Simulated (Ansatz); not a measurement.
**Cl3H3InP: single points with varied inputs**

How do the results and run time of Cl3H3InP respond when the settings are drawn wide?

Computed with Ansatz 0.2.0, Gaussian basis. Level: the settings change from run to run.

2 further runs of the same task are left out: 2 for a known fault of the program.

### Step 1. The relaxed structure

An earlier PBE0-D4 in a triple-zeta def2 set relaxation fixed the geometry. In takes a core potential in def2 sets; no spin-orbit term is included.

8 atoms, charge 0, spin multiplicity 1.

Atoms are counted from 1 here; the program's logs count them from 0.

Bond lengths: P1–In2 2.714 Å, P1–H6 1.408 Å, P1–H7 1.408 Å, P1–H8 1.408 Å, In2–Cl3 2.326 Å, In2–Cl4 2.326 Å, In2–Cl5 2.326 Å. Angles: In2–P1–H6 117.7°, In2–P1–H7 117.7°, In2–P1–H8 117.7°, H6–P1–H7 100.2°, H6–P1–H8 100.2°, H7–P1–H8 100.2°, P1–In2–Cl3 98.7°, P1–In2–Cl4 98.7°, P1–In2–Cl5 98.7°, Cl3–In2–Cl4 117.7°, Cl3–In2–Cl5 117.7°, Cl4–In2–Cl5 117.8°.

### Step 2. SVWN5/def2-SVPD

Set apart from the defaults: high accuracy.

The input, in.yaml:

```yaml
crystal:
  periodic: [false, false, false]
  atoms:
    - {symbol: P, position_ang: [-1.080401, -0.136402, 0.574912]}
    - {symbol: In, position_ang: [1.302095, 0.145475, -0.694677]}
    - {symbol: Cl, position_ang: [2.390548, -1.714392, 0.180369]}
    - {symbol: Cl, position_ang: [0.547064, 0.024119, -2.891219]}
    - {symbol: Cl, position_ang: [1.895953, 2.236517, 0.132635]}
    - {symbol: H, position_ang: [-1.504842, 0.914870, 1.409188]}
    - {symbol: H, position_ang: [-1.228445, -1.225937, 1.453747]}
    - {symbol: H, position_ang: [-2.229771, -0.301350, -0.220754]}
basis:
  gaussian: {orbitals: def2-SVPD}
hamiltonian: {xc: {name: SVWN5}}
accuracy: high
output: {forces: true}
```

Started as:

```bash
$ ansatz run in.yaml --threads 4 --pin off --events-out ev --progress --plain --max-ram 10444MiB
```

What it wrote (excerpt; [...] marks lines left out):

```text
Functional definition: SVWN5
  name "SVWN5"
  cite "Dirac, Proc. Camb. Phil. Soc. 26, 376 (1930) doi:10.1017/S0305004100016108"
  cite "Slater, Phys. Rev. 81, 385 (1951) doi:10.1103/PhysRev.81.385"
  cite "Vosko, Wilk & Nusair, Can. J. Phys. 58, 1200 (1980) doi:10.1139/p80-159"
[...]
3229 factors; integrals over basis functions are off by at most 3.3e-9 eV
[...]
mean field -51905.08661039 eV, -1907.4767504006 hartree, gradient 3.9e-8 eV, S^2 0.000000; 0 other end points of the search recorded, 0 dependent functions left out
[...]
reference -51905.08661481 eV, -1907.4767505630 hartree; 45, 45 occupied and 116, 116 virtual orbitals, 3229 factors
Total energy: -51905.08661481 eV, -1907.4767505630 hartree
Atom 0 at    -1.080401    -0.136402     0.574912 Å, force     0.770142     0.090860    -0.410324 eV/Å
Atom 1 at     1.302095     0.145475    -0.694677 Å, force    -0.247345    -0.029557     0.131731 eV/Å
Atom 2 at     2.390548    -1.714392     0.180369 Å, force     0.114185    -0.227891     0.115756 eV/Å
Atom 3 at     0.547064     0.024119    -2.891219 Å, force    -0.109513    -0.016624    -0.257137 eV/Å
Atom 4 at     1.895953     2.236517     0.132635 Å, force     0.054390     0.251901     0.109969 eV/Å
Atom 5 at    -1.504842     0.914870     1.409188 Å, force    -0.144624     0.346886     0.277839 eV/Å
Atom 6 at    -1.228445    -1.225937     1.453747 Å, force    -0.053188    -0.360368     0.292728 eV/Å
Atom 7 at    -2.229771    -0.301350    -0.220754 Å, force    -0.384047    -0.055204    -0.260562 eV/Å
Dipole moment:    -1.103337    -0.130543     0.587966 e Å
```

Wall time 7.5 s (4 threads of Arm Neoverse V1, shared host); peak memory 0.68 GiB.

Largest force 0.877 eV/Å, dipole 6.04 D.

### Step 3. HSE06/STO-3G

in.yaml: that of step 2 with these lines changed.

```diff
@@ -12,5 +12,3 @@
 basis:
-  gaussian: {orbitals: def2-SVPD}
-hamiltonian: {xc: {name: SVWN5}}
-accuracy: high
-output: {forces: true}
+  gaussian: {orbitals: STO-3G}
+hamiltonian: {xc: {name: HSE06}}
```

The command is unchanged.

What it wrote (excerpt; [...] marks lines left out):

```text
Functional definition: HSE06
  name "HSE06"
  cite "Heyd, Scuseria & Ernzerhof, J. Chem. Phys. 118, 8207 (2003) doi:10.1063/1.1564060"
  cite "Krukau, Vydrov, Izmaylov & Scuseria, J. Chem. Phys. 125, 224106 (2006) doi:10.1063/1.2404663"
  cite "Heyd & Scuseria, J. Chem. Phys. 120, 7274 (2004) doi:10.1063/1.1668634"
  cite "Ernzerhof & Perdew, J. Chem. Phys. 109, 3313 (1998) doi:10.1063/1.476928"
  cite "Perdew, Burke & Ernzerhof, Phys. Rev. Lett. 77, 3865 (1996) doi:10.1103/PhysRevLett.77.3865"
  parent pbe
[...]
  # The whole range is PBE's own exchange, as in plane waves. The composition of these papers is wPBEh.
[...]
796 factors; integrals over basis functions are off by at most 3.3e-5 eV
85 factors; integrals over basis functions are off by at most 2.1e-7 eV
[...]
mean field -201069.65842775 eV, -7389.1736573102 hartree, gradient 2.1e-5 eV, S^2 0.000000; 0 other end points of the search recorded, 0 dependent functions left out
reference -201069.65845247 eV, -7389.1736582188 hartree; 59, 59 occupied and 7, 7 virtual orbitals, 796 factors
Total energy: -201069.65845247 eV, -7389.1736582188 hartree
```

It took 1 s on 4 threads of Arm Neoverse V1, shared host.

### Step 4. SPW92/def2-mTZVPP

This run has high accuracy.

in.yaml: that of step 3 with these lines changed.

```diff
@@ -12,3 +12,5 @@
 basis:
-  gaussian: {orbitals: STO-3G}
-hamiltonian: {xc: {name: HSE06}}
+  gaussian: {orbitals: def2-mTZVPP}
+hamiltonian: {xc: {name: SPW92}}
+accuracy: high
+output: {forces: true}
```

Launched as before.

What it wrote (excerpt; [...] marks lines left out):

```text
Functional definition: SPW92
  name "SPW92"
  cite "Dirac, Proc. Camb. Phil. Soc. 26, 376 (1930) doi:10.1017/S0305004100016108"
  cite "Slater, Phys. Rev. 81, 385 (1951) doi:10.1103/PhysRev.81.385"
  cite "Perdew & Wang, Phys. Rev. B 45, 13244 (1992) doi:10.1103/PhysRevB.45.13244"
[...]
3081 factors; integrals over basis functions are off by at most 1.5e-8 eV
[...]
mean field -51919.76810257 eV, -1908.0162852866 hartree, gradient 4.9e-8 eV, S^2 0.000000; 0 other end points of the search recorded, 0 dependent functions left out
[...]
reference -51919.76810818 eV, -1908.0162854929 hartree; 45, 45 occupied and 114, 114 virtual orbitals, 3081 factors
Total energy: -51919.76810818 eV, -1908.0162854929 hartree
Atom 0 at    -1.080401    -0.136402     0.574912 Å, force     0.605101     0.071372    -0.322385 eV/Å
Atom 1 at     1.302095     0.145475    -0.694677 Å, force    -0.162941    -0.019570     0.086761 eV/Å
Atom 2 at     2.390548    -1.714392     0.180369 Å, force    -0.005932    -0.007140     0.007822 eV/Å
Atom 3 at     0.547064     0.024119    -2.891219 Å, force    -0.011806    -0.001270    -0.002175 eV/Å
Atom 4 at     1.895953     2.236517     0.132635 Å, force    -0.007234     0.005874     0.007711 eV/Å
Atom 5 at    -1.504842     0.914870     1.409188 Å, force    -0.107025     0.224036     0.187486 eV/Å
Atom 6 at    -1.228445    -1.225937     1.453747 Å, force    -0.047519    -0.235775     0.197276 eV/Å
Atom 7 at    -2.229771    -0.301350    -0.220754 Å, force    -0.262643    -0.037527    -0.162496 eV/Å
Dipole moment:    -1.100324    -0.130185     0.586360 e Å
```

Wall time 6.5 s (4 threads of Arm Neoverse V1, shared host); peak memory 0.6 GiB.

Largest force 0.689 eV/Å, dipole 6.02 D.

### Step 5. CAM-B3LYP/def2-SVP

Set apart from the defaults: D4 dispersion.

in.yaml: that of step 4 with these lines changed.

```diff
@@ -12,5 +12,3 @@
 basis:
-  gaussian: {orbitals: def2-mTZVPP}
-hamiltonian: {xc: {name: SPW92}}
-accuracy: high
-output: {forces: true}
+  gaussian: {orbitals: def2-SVP}
+hamiltonian: {xc: {name: CAM-B3LYP}, dispersion: d4}
```

Same command.

What it wrote (excerpt; [...] marks lines left out):

```text
Functional definition: CAM-B3LYP
  name "CAM-B3LYP"
  cite "Yanai, Tew & Handy, Chem. Phys. Lett. 393, 51 (2004) doi:10.1016/j.cplett.2004.06.011"
  cite "Iikura, Tsuneda, Yanai & Hirao, J. Chem. Phys. 115, 3540 (2001) doi:10.1063/1.1383587"
  cite "Becke, Phys. Rev. A 38, 3098 (1988) doi:10.1103/PhysRevA.38.3098"
  cite "Lee, Yang & Parr, Phys. Rev. B 37, 785 (1988) doi:10.1103/PhysRevB.37.785"
  cite "Vosko, Wilk & Nusair, Can. J. Phys. 58, 1200 (1980) doi:10.1139/p80-159"
[...]
  # Exact exchange under (alpha + beta erf(omega r))/r, Becke's under what is left of 1/r.
[...]
1130 factors; integrals over basis functions are off by at most 7.5e-4 eV
373 factors; integrals over basis functions are off by at most 9.9e-6 eV
[...]
mean field -52069.43677057 eV, -1913.5165073866 hartree, gradient 1.5e-5 eV, S^2 0.000000; 0 other end points of the search recorded, 0 dependent functions left out
reference -52069.43691381 eV, -1913.5165126507 hartree; 45, 45 occupied and 68, 68 virtual orbitals, 1130 factors
Total energy: -52069.70393749 eV, -1913.5263255898 hartree
```

Wall time 1.9 s (4 threads of Arm Neoverse V1, shared host).

### Step 6. CAM-B3LYP/def2-SVP

Set apart from the defaults: charge -1, multiplicity 2, finite nuclei, D3(BJ) with three-body dispersion, the search for lower states set to off.

in.yaml: that of step 5 with these lines changed.

```diff
@@ -12,3 +12,7 @@
 basis:
-  gaussian: {orbitals: def2-SVP}
-hamiltonian: {xc: {name: CAM-B3LYP}, dispersion: d4}
+  gaussian: {orbitals: def2-SVP, nuclear_model: gaussian}
+total_charge: -1
+magnetization: {spin_polarized: true, initial_magnetization: 1}
+hamiltonian: {xc: {name: CAM-B3LYP}, dispersion: d3bjatm}
+scf: {lower_state_search: off}
+output: {forces: true}
```

Same command.

What it wrote:

```text
Functional definition: CAM-B3LYP
  name "CAM-B3LYP"
  cite "Yanai, Tew & Handy, Chem. Phys. Lett. 393, 51 (2004) doi:10.1016/j.cplett.2004.06.011"
  cite "Iikura, Tsuneda, Yanai & Hirao, J. Chem. Phys. 115, 3540 (2001) doi:10.1063/1.1383587"
  cite "Becke, Phys. Rev. A 38, 3098 (1988) doi:10.1103/PhysRevA.38.3098"
  cite "Lee, Yang & Parr, Phys. Rev. B 37, 785 (1988) doi:10.1103/PhysRevB.37.785"
  cite "Vosko, Wilk & Nusair, Can. J. Phys. 58, 1200 (1980) doi:10.1139/p80-159"
  parameter alpha = 0.19
  parameter beta = 0.46
  parameter omega = 0.33/bohr
  parameter ac = 0.81
  # Exact exchange under (alpha + beta erf(omega r))/r, Becke's under what is left of 1/r.
  exchange = (1 - alpha - beta)*b88_x + beta*b88_x_sr(omega) + alpha*exact_x + beta*exact_x_lr(omega)
  correlation = (1 - ac)*vwn5_c + ac*lyp_c
these checks for a lower state are left out or cut short: stability, starts, cluster_reference, orbital_swaps, neighbouring_geometries, increment
1130 factors; integrals over basis functions are off by at most 7.5e-4 eV
373 factors; integrals over basis functions are off by at most 7.1e-6 eV
mean field evaluation 1: about -52067.9120 eV, gradient 1.2e1 eV
mean field evaluation 2: about -52068.4053 eV, gradient 1.1e1 eV
mean field evaluation 4: about -52069.0335 eV, gradient 7.5e-1 eV
mean field evaluation 8: about -52069.1250 eV, gradient 5.9e-2 eV
mean field evaluation 16: about -52069.1253 eV, gradient 1.6e-3 eV
mean field -52069.12534281 eV, -1913.5050626277 hartree, gradient 8.4e-6 eV, S^2 0.752631; 0 other end points of the search recorded, 0 dependent functions left out
the calculation of the forces begins
reference -52069.12548722 eV, -1913.5050679343 hartree; 46, 45 occupied and 67, 68 virtual orbitals, 1130 factors
Total energy: -52069.41542913 eV, -1913.5157231030 hartree
Atom 0 at    -1.080401    -0.136402     0.574912 Å, force    -0.056125    -0.007120     0.030041 eV/Å
Atom 1 at     1.302095     0.145475    -0.694677 Å, force     0.292625     0.034249    -0.155942 eV/Å
Atom 2 at     2.390548    -1.714392     0.180369 Å, force     1.325413    -2.319825     1.105596 eV/Å
Atom 3 at     0.547064     0.024119    -2.891219 Å, force    -0.970294    -0.154324    -2.719582 eV/Å
Atom 4 at     1.895953     2.236517     0.132635 Å, force     0.709800     2.600864     1.046442 eV/Å
Atom 5 at    -1.504842     0.914870     1.409188 Å, force    -0.405369     0.160783     0.330624 eV/Å
Atom 6 at    -1.228445    -1.225937     1.453747 Å, force    -0.353346    -0.244709     0.340282 eV/Å
Atom 7 at    -2.229771    -0.301350    -0.220754 Å, force    -0.542703    -0.069919     0.022539 eV/Å
Dipole moment:    -0.974889    -0.115348     0.519517 e Å
Checks for a lower state left out: stability, starts, cluster_reference, orbital_swaps, neighbouring_geometries, increment
```

Wall time 3.7 s (4 threads of Arm Neoverse V1, shared host).

Largest force 2.892 eV/Å, ⟨S²⟩ 0.753.

### Step 7. PBE0/x2c-TZVPPall

This run has D3(BJ) with three-body dispersion.

in.yaml: that of step 6 with these lines changed.

```diff
@@ -12,7 +12,3 @@
 basis:
-  gaussian: {orbitals: def2-SVP, nuclear_model: gaussian}
-total_charge: -1
-magnetization: {spin_polarized: true, initial_magnetization: 1}
-hamiltonian: {xc: {name: CAM-B3LYP}, dispersion: d3bjatm}
-scf: {lower_state_search: off}
-output: {forces: true}
+  gaussian: {orbitals: x2c-TZVPPall}
+hamiltonian: {xc: {name: PBE0}, dispersion: d3bjatm}
```

The command is unchanged.

What it wrote:

```text
Functional definition: PBE0
  name "PBE0"
  cite "Adamo & Barone, J. Chem. Phys. 110, 6158 (1999) doi:10.1063/1.478522"
  cite "Perdew, Burke & Ernzerhof, Phys. Rev. Lett. 77, 3865 (1996) doi:10.1103/PhysRevLett.77.3865"
  parent pbe
  parameter a = 0.25
  parameter kappa = 0.804
  parameter beta = 0.06672455060314922
  exchange = (1 - a)*pbe_x(kappa = kappa, mu = beta*pi^2/3) + a*exact_x
  correlation = pbe_c(beta = beta)
2073 factors; their error is unknown
mean field evaluation 1: about -207054.2023 eV, gradient 2.7e1 eV
mean field evaluation 2: about -207053.3107 eV, gradient 3.7e1 eV
mean field evaluation 4: about -207056.0281 eV, gradient 9.9e-1 eV
mean field evaluation 8: about -207056.5288 eV, gradient 2.6e-1 eV
mean field evaluation 16: about -207056.5288 eV, gradient 1.9e-5 eV
mean field -207056.52882312 eV, -7609.1870862937 hartree, gradient 1.9e-5 eV, S^2 0.000000; 0 other end points of the search recorded, 0 dependent functions left out
reference -207056.52885734 eV, -7609.1870875511 hartree; 59, 59 occupied and 211, 211 virtual orbitals, 2073 factors
Total energy: -207056.79150390 eV, -7609.1967396342 hartree
Relativity: scalar
```

Wall time 6.5 s (4 threads of Arm Neoverse V1, shared host); peak memory 1.1 GiB.

### Step 8. r2SCAN0/x2c-TZVPPall

Options: coordinates scaled by 1.25.

The input, in.yaml:

```yaml
crystal:
  periodic: [false, false, false]
  atoms:
    - {symbol: P, position_ang: [-1.350501, -0.170503, 0.718640]}
    - {symbol: In, position_ang: [1.627619, 0.181844, -0.868346]}
    - {symbol: Cl, position_ang: [2.988184, -2.142990, 0.225461]}
    - {symbol: Cl, position_ang: [0.683831, 0.030148, -3.614024]}
    - {symbol: Cl, position_ang: [2.369941, 2.795646, 0.165794]}
    - {symbol: H, position_ang: [-1.881053, 1.143588, 1.761485]}
    - {symbol: H, position_ang: [-1.535556, -1.532421, 1.817183]}
    - {symbol: H, position_ang: [-2.787214, -0.376688, -0.275942]}
basis:
  gaussian: {orbitals: x2c-TZVPPall}
hamiltonian: {xc: {name: r2SCAN0}}
```

The command is unchanged.

What it wrote (excerpt; [...] marks lines left out):

```text
Functional definition: r2SCAN0
  name "r2SCAN0"
  cite "Bursch, Neugebauer, Ehlert & Grimme, J. Chem. Phys. 156, 134105 (2022) doi:10.1063/5.0086040"
  cite "Furness, Kaplan, Ning, Perdew & Sun, J. Phys. Chem. Lett. 11, 8208 (2020) doi:10.1021/acs.jpclett.0c02405"
  cite "Furness, Kaplan, Ning, Perdew & Sun, J. Phys. Chem. Lett. 11, 9248 (2020) doi:10.1021/acs.jpclett.0c03077"
  parent r2scan
[...]
2073 factors; their error is unknown
[...]
mean field -207070.85253640 eV, -7609.7134730476 hartree, gradient 1.5e-5 eV, S^2 0.000000; 0 other end points of the search recorded, 0 dependent functions left out
reference -207070.85254816 eV, -7609.7134734799 hartree; 59, 59 occupied and 211, 211 virtual orbitals, 2073 factors
Total energy: -207070.85254816 eV, -7609.7134734799 hartree
Relativity: scalar
```

It took 11 s on 4 threads of Arm Neoverse V1, shared host; peak memory 1 GiB.

### Step 9. All runs side by side

```csv
level,charge,multiplicity,geometry,functions,energy (eV),time
SVWN5/def2-SVPD,0,1,relaxed,161,-51905.087,7.5 s
HSE06/STO-3G,0,1,relaxed,66,-201069.658,1 s
SPW92/def2-mTZVPP,0,1,relaxed,159,-51919.768,6.5 s
CAM-B3LYP/def2-SVP,0,1,relaxed,113,-52069.704,1.9 s
CAM-B3LYP/def2-SVP,-1,2,relaxed,113,-52069.415,3.7 s
PBE0/x2c-TZVPPall,0,1,relaxed,270,-207056.792,6.5 s
r2SCAN0/x2c-TZVPPall,0,1,scaled,270,-207070.853,11 s
```

### Step 10. What came out

```
                                         quantity                       value
                                             runs                           7
                                         quickest           HSE06/STO-3G, 1 s
                                          slowest  r2SCAN0/x2c-TZVPPall, 11 s
spread of total energies, same state and geometry                 155151.7 eV
                  dipole, same state and geometry              6.02 to 6.04 D
```

What this shows: Run time spans a factor of 11, from HSE06/STO-3G to r2SCAN0/x2c-TZVPPall. The jobs differ in tasks and options as well as level. The totals spread over 155152 eV; they can't be compared across methods or bases. Some of these runs are scalar-relativistic and others not, which shifts the totals of all-electron atoms past neon by eV; core potentials, where a basis has them, take the core out of the total altogether. At the PBE0-D4/def2-TZVP geometry and in the same state, runs without warnings or point charges leave forces up to 0.88 eV/Å (SVWN5/def2-SVPD).
